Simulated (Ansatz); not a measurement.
# HfNb2O2: properties of a relaxed candidate

Aim: for this structure of HfNb2O2, see whether it has a gap, which orbitals make up the states near it and how charge is shared.

Method: DFT PBE, scalar-relativistic, plane waves, PAW, in Ansatz 0.2.0.

1 further run of the same task is left out (set aside as unsound or not needed).

## (1) Starting point

It takes space group P-3m1 (No. 164, trigonal). The conventional cell has a = 3.274 Å, b = 3.274 Å, c = 7.198 Å, α = 90.00°, β = 90.00°, γ = 120.00°. Hf (site symmetry -3m) has 6 O at 2.18 Å as nearest neighbours. Nb (site symmetry 3m) is surrounded by 3 O at 2.38 Å. O (site symmetry 3m) has 3 Hf at 2.18 Å and 3 Nb at 2.38 Å as nearest neighbours.

Coordinates:

```cif
data_structure
_symmetry_space_group_name_H-M 'P 1'
_symmetry_Int_Tables_number 1
_cell_length_a 3.2737
_cell_length_b 3.2737
_cell_length_c 7.1980
_cell_angle_alpha 90.000
_cell_angle_beta 90.000
_cell_angle_gamma 120.000
_cell_volume 66.81
loop_
_atom_site_label
_atom_site_type_symbol
_atom_site_fract_x
_atom_site_fract_y
_atom_site_fract_z
_atom_site_occupancy
Hf1 Hf 0.00000 0.00000 0.00000 1
Nb1 Nb 0.33333 0.66667 0.35237 1
Nb2 Nb 0.66667 0.33333 0.64763 1
O1 O 0.33333 0.66667 0.84809 1
O2 O 0.66667 0.33333 0.15191 1
```

The cell was relaxed beforehand at this level, from a database cell with other species swapped in; it needn't be the stable form of this composition. At a tolerance of 0.05 Å it has space group P-3m1 (No. 164); it has 13.36 Å³/atom, an uncorrected energy of -1.42 eV/atom over the elements.

## (2) Bands, states and charges

File input.yaml:

```yaml
crystal:
  lattice:
    - [3.273652174, 0.0, 0.0]
    - [-1.636826087, 2.8350659458, 0.0]
    - [0.0, 0.0, 7.1980349303]
  atoms:
    - { symbol: Hf, position: [0.0, 0.0, 0.0] }
    - { symbol: Nb, position: [0.3333333333, 0.6666666667, 0.3523700904] }
    - { symbol: Nb, position: [0.6666666667, 0.3333333333, 0.6476299096] }
    - { symbol: O, position: [0.3333333333, 0.6666666667, 0.848085395] }
    - { symbol: O, position: [0.6666666667, 0.3333333333, 0.151914605] }
basis:
  ecutwfc: 420
kpoints:
  mp_grid: { grid: [12, 12, 6] }
  band_path:
    path:
      - [[0.0, 0.0, 0.0], [0.5, 0.0, 0.0], [0.33333333, 0.33333333, 0.0], [0.0, 0.0, 0.0], [0.0, 0.0, 0.5], [0.5, 0.0, 0.5], [0.33333333, 0.33333333, 0.5], [0.0, 0.0, 0.5]]
      - [[0.5, 0.0, 0.5], [0.5, 0.0, 0.0]]
      - [[0.33333333, 0.33333333, 0.5], [0.33333333, 0.33333333, 0.0]]
    npoints: 14
hamiltonian:
  xc: pbe
scf:
  occupations: { method: gaussian, width: 0.1 }
  n_extra_bands: 12
output:
  forces: true
  stress: true
  eigenvalues: true
  populations: true
  dos: { projected: true, de: 0.02, nscf_kmesh: { grid: [15, 15, 8] } }
  bader: true
  write_density: true
  write_potential: true
  elf: true
  volumetric_format: npy
```

The run is started by

```console
$ ansatz run input.yaml --threads 1 --pin off --max-ram 2560MiB --backend cpu --events-out ev --progress --plain --runs-dir out
```

The log of the run:

```text
Warning: RAYON_NUM_THREADS=1 ignored (pool sized by the plan → 1); use --threads N
scf.n_extra_bands = 12 over 32 filled bands (N_el = 64.0): the run solves 44 bands
Engine: ansatz 0.2.0, x86_64-unknown-linux-gnu
Pseudopotentials: kind: paw
Pseudopotential: Hf, paw, valence charge 26, recommended cutoff 420 eV (normal), Hf.paw.azcp
Pseudopotential: Nb, paw, valence charge 13, recommended cutoff 420 eV (normal), Nb.paw.azcp
Pseudopotential: O, paw, valence charge 6, recommended cutoff 420 eV (normal), O.paw.azcp
Functional definition: PBE
  parameter kappa = 0.804
  parameter beta = 0.06672455060314922
  exchange = pbe_x(kappa = kappa, mu = beta*pi^2/3)
  correlation = pbe_c(beta = beta)
Crystal: 5 atoms, lattice volume = 66.805 Å³
Basis set: ecut = 420 eV, 1321 PW (Γ), exchange–correlation on 48×48×100 points (8 copies of the dense FFT grid, shifted against one another)
Bands: 44, of which v1, the nominal top of the filled ones, is band 32 counted from 1 (31 counted from 0)
Symmetry: 12 space group operations
Space group: P-3m1 (ITA 164), of the structure as read, at distance tolerance 4.1e-5 Å
k-points: 100 of 864
Non-local potential: Hf, projectors of the file, l = 0: 3, l = 1: 2, l = 2: 2, l = 3: 3
Non-local potential: Nb, projectors of the file, l = 0: 3, l = 1: 2, l = 2: 2, l = 3: 1
Non-local potential: O, projectors of the file, l = 0: 2, l = 1: 2, l = 2: 1
PAW form: soft (Blöchl's): semilocal exchange-correlation on the pseudo side does not see the compensation charge
PAW one-centre angular grid: Hf, 590 points (default); XC on 64 Gauss nodes
PAW one-centre angular grid: Nb, 590 points (default); XC on 64 Gauss nodes
PAW one-centre angular grid: O, 110 points (default); XC on 64 Gauss nodes
Initial density: superposition of atomic densities (neutral atoms: chi_scale 0, normalization atom), corrected by the library's trained network
Initial wavefunctions: pseudopotential atomic-orbital guess
Functional: x = pbe(κ = 0.804, μ = 0.2195149727645171), c = pbe(β = 0.06672455060314922)
SCF iter   1: F=—  HF=-25963.004120 eV  |F-HF|=—  |Δ(HF+E_count)|=         —  Δρ=1.22e-2  dr2=4.77e-1  ethr=1.77e-3  ⟨swp⟩=5.7  Hψ=15604  notcnv=0  defer=14
preconditioner: auto → Kerker (q_TF=auto, 2.709 Å⁻¹)  [metal: Δε(μ)=0.028 eV  Ē_g=19.376 eV  σ=0.100 eV  W_gap=0.16  n_scr=24 (ndim 8)  ℏωp=34.6 eV  f_vac=0.000  D(μ)=2.45/eV (n_scr^D=22)]
SCF iter   2: F=—  HF=-25962.979531 eV  |F-HF|=—  |Δ(HF+E_count)|=   2.46e-2  Δρ=6.86e-3  dr2=1.76e-1  ethr=7.46e-4  ⟨swp⟩=1.0  Hψ=5200  notcnv=0  defer=16
SCF iter   3: F=—  HF=-25962.966156 eV  |F-HF|=—  |Δ(HF+E_count)|=   1.34e-2  Δρ=1.37e-3  dr2=2.25e-3  ethr=2.75e-4  ⟨swp⟩=1.2  Hψ=4075  notcnv=0  defer=16
SCF iter   4: F=—  HF=-25962.965139 eV  |F-HF|=—  |Δ(HF+E_count)|=   1.02e-3  Δρ=9.84e-4  dr2=6.34e-4  ethr=3.52e-6  ⟨swp⟩=2.1  Hψ=6977  notcnv=0  defer=16
SCF iter   5: F=—  HF=-25962.965007 eV  |F-HF|=—  |Δ(HF+E_count)|=   1.32e-4  Δρ=2.77e-4  dr2=1.42e-4  ethr=9.91e-7  ⟨swp⟩=2.7  Hψ=7002  notcnv=0  defer=16
SCF iter   6: F=—  HF=-25962.964984 eV  |F-HF|=—  |Δ(HF+E_count)|=   2.34e-5  Δρ=6.83e-5  dr2=4.20e-6  ethr=2.22e-7  ⟨swp⟩=1.6  Hψ=4320  notcnv=0  defer=16
SCF iter   7: F=—  HF=-25962.965051 eV  |F-HF|=—  |Δ(HF+E_count)|=   6.68e-5  Δρ=2.01e-5  dr2=2.95e-7  ethr=6.57e-9  ⟨swp⟩=2.1  Hψ=7392  notcnv=0  defer=76
SCF iter   8: F=-25962.965051 eV  HF=-25962.965051 eV  |F-HF|=1.00e-8  |Δ(HF+E_count)|=   1.70e-7  Δρ=3.51e-6  dr2=1.21e-8  ethr=1.56e-10  ⟨swp⟩=12.4  Hψ=28294  notcnv=0
SCF 1 converged in 8 iterations: F = -25962.965051 eV  dr2 = 1.21e-8
  Residual-converged pass: ⟨swp⟩=1.0  Hψ=4802  notcnv=0  max |occ|·‖R‖ = 7.1e-9 eV (tolerance 1.0e-8 eV)  dr2=1.21e-8  dr2_onsite=3.00e-8  max |Δocc| = 5.3e-11
NSCF: frozen V_eff on 129 k-points
NSCF: frozen V_eff on 192 k-points
SCF converged after 8 iterations
Free energy (F): -25962.965051 eV
Harris-Foulkes:  -25962.965051 eV  (|F-HF|=1.00e-8)
Internal energy: -25962.949208 eV  (E = F + TS)
E sigma→0 (E₀):  -25962.957129 eV
Entropy (-TS):   -0.015843 eV (-3.169 meV/atom)
Fermi energy:    19.600144 eV
--- Per-component energies (eV) ---
  E_band       = -41.062602
  E_kinetic    = 1564.846407
  E_local      = -8523.508552  (includes V_loc(G=0)·N_el)
  E_nonlocal   = -906.494158
  E_hartree    = 3783.275170
  E_xc         = -798.620595
  E_vxc        = -880.769555  (∫ρ·V_xc dr)
  E_paw        = -13390.254572  (= ΣΔE_a)
  E_vpaw       = 1138.300940  (= ΣTr[D̂ρ^β])
  E_aug_tail   = 0.004946  (compensation charges beyond the density's cutoff)
  E_ewald      = -7692.197854
  E_smearing   = -0.015843  (= −TS)
  E_closure    = -0.000000  (closes the sum)
  Σ components = -25962.965051   (vs F -25962.965051, Δ=0.00e0)
--- Forces (eV/Å), atoms counted from 1 ---
  atom   1  Hf     0.00000000     0.00000000     0.00000000
  atom   2  Nb    -0.00000000     0.00000000     0.00039115
  atom   3  Nb     0.00000000    -0.00000000    -0.00039115
  atom   4  O     -0.00000000    -0.00000000     0.00024256
  atom   5  O      0.00000000     0.00000000    -0.00024256
  max |Σ_I F_I| component: 4.63e-18 eV/Å
--- Stress (GPa, compression-positive) ---
       -0.011053       0.000000       0.000000
        0.000000      -0.011053      -0.000000
        0.000000      -0.000000      -0.008237
  P = ⅓ Tr σ = -0.0101 GPa (-0.101 kbar)
--- Band table (eV; the first three rows and the last of 100) ---
  k-point 0: bands = ["-43.9733", "-35.5497", "-35.3913", "-12.9270", "-12.5600", "-12.5600", "-11.9632", "-11.4600", "-11.4600", "-11.2780", "-11.2780", "-11.1905", "-2.3973", "-1.1709", "6.1096", "6.1096", "6.1296", "6.1910", "6.1933", "6.1933", "6.1987", "10.4508", "11.3795", "11.3795", "12.8363", "13.3508", "13.3508", "16.1069", "17.3799", "18.3473", "18.3473", "19.4888", "19.6816", "19.6816", "20.9104", "21.0436", "21.0436", "21.3152", "21.3152", "21.7809", "22.2078", "22.2078", "22.6706", "25.3209"]
  k-point 1: bands = ["-43.9733", "-35.5497", "-35.3912", "-12.9367", "-12.5600", "-12.5600", "-11.9338", "-11.4597", "-11.4597", "-11.2783", "-11.2783", "-11.2115", "-2.3885", "-1.1788", "6.1096", "6.1096", "6.1291", "6.1907", "6.1933", "6.1933", "6.1987", "10.4728", "11.3745", "11.3745", "12.7542", "13.3644", "13.3644", "16.2963", "17.3948", "18.4290", "18.4290", "19.3956", "19.5421", "19.5421", "20.5307", "20.7058", "20.7058", "21.4985", "21.4985", "21.7520", "22.4881", "22.4881", "23.0956", "25.3282"]
  k-point 2: bands = ["-43.9733", "-35.5499", "-35.3911", "-12.9552", "-12.5601", "-12.5601", "-11.8708", "-11.4590", "-11.4590", "-11.2789", "-11.2789", "-11.2586", "-2.3708", "-1.1949", "6.1096", "6.1096", "6.1281", "6.1901", "6.1933", "6.1933", "6.1987", "10.5204", "11.3648", "11.3648", "12.5990", "13.3907", "13.3907", "16.7422", "17.4015", "18.6584", "18.6584", "19.1673", "19.2724", "19.2724", "19.9328", "20.1953", "20.1953", "21.7679", "21.8577", "21.8577", "22.7949", "22.7949", "23.7233", "25.3783"]
  k-point 99: bands = ["-43.9373", "-35.4220", "-35.4220", "-13.0701", "-13.0701", "-12.6793", "-11.8493", "-11.8493", "-11.7719", "-11.4767", "-11.3251", "-11.3251", "-1.5129", "-1.5129", "6.1208", "6.1516", "6.1670", "6.1670", "6.1855", "6.1855", "6.1965", "11.1167", "11.4520", "11.4520", "12.4429", "12.4429", "12.6143", "17.4060", "18.1217", "18.1217", "18.5284", "19.3948", "20.0878", "20.0878", "21.6773", "21.6773", "21.9320", "23.2308", "23.2308", "24.1540", "24.9589", "24.9589", "26.9639", "27.1814"]
--- Löwdin populations: 5 sites ---
  site symbol       q [e]
     0     Hf     25.1391
     1     Nb     12.7458
     2     Nb     12.7458
     3      O      6.5848
     4      O      6.5848
  spilling = 0.003118 (of n_electrons = 64.000000)
--- Bader charges: 5 sites ---
  site symbol  charge [e]  shift [e]
     0     Hf      1.9897     0.0037
     1     Nb      0.4700     0.0004
     2     Nb      0.4700     0.0004
     3      O     -1.4649     0.0014
     4      O     -1.4649     0.0014
  estimated error of the sums over rays = 4.6e-4 e
```

It took 67 s on 1 thread of Intel Xeon Platinum 8375C at 2.90GHz (Ice Lake), shared host; peak memory 0.63 GiB.

By site:

```csv
atom,Löwdin electrons,Bader charge (e),Bader volume (Å³)
Hf1,25.14,+1.99,11.4
Nb2,12.75,+0.47,17.6
Nb3,12.75,+0.47,17.6
O4,6.58,-1.46,10.1
O5,6.58,-1.46,10.1
```

The Löwdin counts miss 0.20 of the 64 electrons, which the atomic orbitals do not span, so they are no charges.

From bands.tsv, the levels nearest the Fermi level at the path's corners, in eV from the Fermi level:

```tsv
point	band 29	band 30	band 31	band 32	band 33	band 34	band 35	band 36
Γ	-2.22	-1.25	-1.25	-0.11	0.08	0.08	1.31	1.44
M	-2.08	-1.71	0.16	0.26	0.71	1.03	2.27	2.53
K	-1.66	-1.66	-1.17	0.16	0.96	0.96	2.40	2.40
Γ	-2.22	-1.25	-1.25	-0.11	0.08	0.08	1.31	1.44
A	-2.27	-0.63	-0.63	-0.63	-0.63	-0.60	0.09	0.36
L	-2.42	-2.05	-0.71	-0.01	1.70	2.01	2.32	2.60
H	-1.48	-1.48	-1.07	-0.20	0.49	0.49	2.08	2.08
A	-2.27	-0.63	-0.63	-0.63	-0.63	-0.60	0.09	0.36
L	-2.42	-2.05	-0.71	-0.01	1.70	2.01	2.32	2.60
M	-2.08	-1.71	0.16	0.26	0.71	1.03	2.27	2.53
H	-1.48	-1.48	-1.07	-0.20	0.49	0.49	2.08	2.08
K	-1.66	-1.66	-1.17	0.16	0.96	0.96	2.40	2.40
```

States per cell in windows of 1 eV, from dos.tsv and pdos.tsv (zero at the Fermi level):

| from | to | total | Hf 5d | Nb 5s | Nb 4d | O 2p |
| --- | --- | --- | --- | --- | --- | --- |
| -8 | -7 | 4.57 | 0.55 | 0.08 | 0.33 | 3.46 |
| -7 | -6 | 3.44 | 0.08 | 0.05 | 0.38 | 2.81 |
| -6 | -5 | 0.00 | 0.00 | 0.00 | 0.00 | 0.00 |
| -5 | -4 | 0.00 | 0.00 | 0.00 | 0.00 | 0.00 |
| -4 | -3 | 0.43 | 0.10 | 0.04 | 0.27 | 0.01 |
| -3 | -2 | 3.47 | 0.32 | 0.49 | 2.30 | 0.19 |
| -2 | -1 | 2.81 | 0.23 | 0.11 | 2.19 | 0.19 |
| -1 | 0 | 3.32 | 0.40 | 0.08 | 2.47 | 0.24 |
| 0 | 1 | 2.82 | 0.80 | 0.07 | 1.49 | 0.25 |
| 1 | 2 | 4.28 | 1.32 | 0.12 | 2.24 | 0.32 |
| 2 | 3 | 6.30 | 1.29 | 0.18 | 4.04 | 0.37 |
| 3 | 4 | 4.09 | 1.00 | 0.23 | 2.42 | 0.17 |
| 4 | 5 | 2.21 | 0.75 | 0.23 | 0.66 | 0.15 |

The solved bands begin to run out at 5.6 eV, so nothing above is shown.

A further 46 or so states lie below the table's range.

Density in a lattice plane of the grid's cell (edges 3.27 and 7.20 Å, at 0.333 of the third edge), which holds Nb and O.

Values in e/Å³, 12 rows by 6 columns:
```
0.33 0.57 0.32 0.15 0.13 0.15
0.29 0.47 0.30 0.19 0.21 0.19
0.24 0.22 0.25 0.93 2.10 0.92
0.38 0.17 0.41 3.73 4.74 3.78
0.33 0.20 0.34 2.24 4.54 2.24
0.26 0.23 0.26 0.38 0.51 0.37
0.33 0.42 0.34 0.24 0.22 0.24
0.38 0.81 0.41 0.18 0.17 0.18
0.24 0.32 0.25 0.53 1.07 0.52
0.29 0.18 0.31 2.50 7.11 2.45
0.33 0.39 0.32 1.13 2.95 1.11
0.49 1.08 0.44 0.23 0.27 0.23
```
Columns run along the first of these edges and rows up along the second, over one cell in 6 and 12 even steps from the bottom left corner. Atoms in the plane (fractional): Nb at (0.67, 0.65), O at (0.67, 0.15).

ELF in the same plane.

Values, 12 rows by 6 columns:
```
0.13 0.16 0.13 0.14 0.18 0.14
0.28 0.46 0.30 0.15 0.20 0.15
0.11 0.22 0.12 0.44 0.71 0.46
0.18 0.20 0.21 0.75 0.24 0.76
0.21 0.46 0.22 0.67 0.75 0.67
0.40 0.31 0.39 0.27 0.25 0.27
0.21 0.15 0.22 0.42 0.47 0.43
0.18 0.45 0.21 0.11 0.14 0.11
0.11 0.24 0.12 0.54 0.79 0.56
0.28 0.15 0.30 0.79 0.38 0.80
0.13 0.17 0.13 0.74 0.79 0.74
0.16 0.32 0.14 0.16 0.34 0.16
```
Columns run along the first of these edges and rows up along the second, over one cell in 6 and 12 even steps from the bottom left corner. Atoms in the plane (fractional): Nb at (0.67, 0.65), O at (0.67, 0.15).

Both are smooth fields of the valence electrons: close to the nuclei they are not physical.

The highest ELF values outside the cores: 0.82 in the shell around O, 0.6 Å from O; 0.54 between the atoms, 1.9 Å from Nb.

## (3) The same system, input altered

File input.yaml:

```yaml
crystal:
  lattice:
    - [3.273652174, 0.0, 0.0]
    - [-1.636826087, 2.8350659458, 0.0]
    - [0.0, 0.0, 7.1980349303]
  atoms:
    - { symbol: Hf, position: [0.0, 0.0, 0.0] }
    - { symbol: Nb, position: [0.3333333333, 0.6666666667, 0.3523700904] }
    - { symbol: Nb, position: [0.6666666667, 0.3333333333, 0.6476299096] }
    - { symbol: O, position: [0.3333333333, 0.6666666667, 0.848085395] }
    - { symbol: O, position: [0.6666666667, 0.3333333333, 0.151914605] }
basis:
  ecutwfc: 420
kpoints:
  mp_grid: { grid: [12, 12, 6] }
hamiltonian:
  xc: pbe
scf:
  occupations: { method: gaussian, width: 0.1 }
  convergence: { dr2_threshold: 0.0001 }
output:
  forces: true
  eigenvalues: true
  stress: true
```

The run is started by

```console
$ ansatz run input.yaml --threads 1 --pin off --max-ram 2560MiB --backend cpu --events-out ev --progress --plain --runs-dir out
```

The log of the run, cut to the lines that bear on the results:

```text
Warning: scf.convergence.dr2_threshold = 1e-4 eV is looser than this run's default, which is 1e-7 eV or tighter. The error in the forces grows as the threshold's square root, so leave the key out unless less accurate forces are enough
Warning: output.stress: scf.convergence.dr2_threshold = 1e-4 eV is looser than the 5e-10 eV advised for a printed stress (1e-10 eV for each atom of the cell: 5). What an SCF threshold leaves in a stress goes as its square root, and in the free energy as the threshold itself, and one [...]
Warning: RAYON_NUM_THREADS=1 ignored (pool sized by the plan → 1); use --threads N
[...]
[... 5 set-up lines as earlier in the session ...]
[...]
Crystal: 5 atoms, lattice volume = 66.805 Å³
Basis set: ecut = 420 eV, 1321 PW (Γ), exchange–correlation on 48×48×100 points (8 copies of the dense FFT grid, shifted against one another)
Bands: 39, of which v1, the nominal top of the filled ones, is band 32 counted from 1 (31 counted from 0)
[... 2 set-up lines as earlier in the session ...]
k-points: 100 of 864
[...]
SCF iter   1: F=—  HF=-25963.004447 eV  |F-HF|=—  |Δ(HF+E_count)|=         —  Δρ=1.22e-2  dr2=4.76e-1  ethr=1.77e-3  ⟨swp⟩=4.8  Hψ=12832  notcnv=0
[...]
SCF iter   6: F=-25962.965048 eV  HF=-25962.965052 eV  |F-HF|=3.44e-6  |Δ(HF+E_count)|=   2.60e-5  Δρ=8.40e-5  dr2=5.78e-6  ethr=1.56e-7  ⟨swp⟩=7.3  Hψ=16857  notcnv=0
[...]
SCF converged after 6 iterations
Free energy (F): -25962.965048 eV
[...]
E sigma→0 (E₀):  -25962.957126 eV
Entropy (-TS):   -0.015845 eV (-3.169 meV/atom)
Fermi energy:    19.599831 eV
[...]
--- Forces (eV/Å), atoms counted from 1 ---
  atom   1  Hf     0.00000000     0.00000000     0.00000000
  atom   2  Nb    -0.00000000     0.00000000     0.00091857
  atom   3  Nb    -0.00000000    -0.00000000    -0.00091857
  atom   4  O      0.00000000    -0.00000000     0.00196106
  atom   5  O      0.00000000     0.00000000    -0.00196106
[...]
--- Stress (GPa, compression-positive) ---
       -0.011892       0.000000       0.000000
        0.000000      -0.011892      -0.000000
        0.000000      -0.000000      -0.011557
  P = ⅓ Tr σ = -0.0118 GPa (-0.118 kbar)
--- Band table (eV; the first three rows and the last of 100) ---
[...]
```

Wall time 12 s (1 thread of Intel Xeon Platinum 8375C at 2.90GHz (Ice Lake), shared host); peak memory 0.51 GiB.

## (4) Can this result be trusted?

This run ends as converged, with warnings (force scf threshold loose, stress scf threshold loose). Its log warns: «scf.convergence.dr2_threshold = 1e-4 eV is looser than this run's default, which is 1e-7 eV or tighter. The error in the forces grows as the threshold's square root ...»

In the input, scf.convergence.dr2_threshold is 0.0001. The threshold is looser than the default, so the loop may stop short of self-consistency.

The way back: delete scf.convergence.dr2_threshold (the default then holds).

```csv
run,ending,energy change,pressure (GPa),gap (eV),force (eV/Å),cycles,time
step 2,converged,0,0.0,0.00,0.00,8,67 s
altered,converged,0.0 meV/atom,0.0,0.00,0.00,6,12 s
```

With the changed convergence setting the energy agrees within 0.5 meV/atom.

## (5) What came out

| quantity | value |
| --- | --- |
| gap | none (metal) |
| states at the Fermi level | 3.44 per eV per cell |
| Bader charges | Hf +1.99, Nb +0.47, O -1.46 e |

**Reading.** It comes out metallic. Of the projected weight within 0.25 eV of the Fermi level, the largest part is Nb 4d (75 %). Bader charges reach 2.0 e, so charge transfer in this metal is strong. Spin-orbit coupling is left out, which matters for the bands of Hf. Spin polarisation is off in the runs that give these values; a magnetic solution could lie lower.
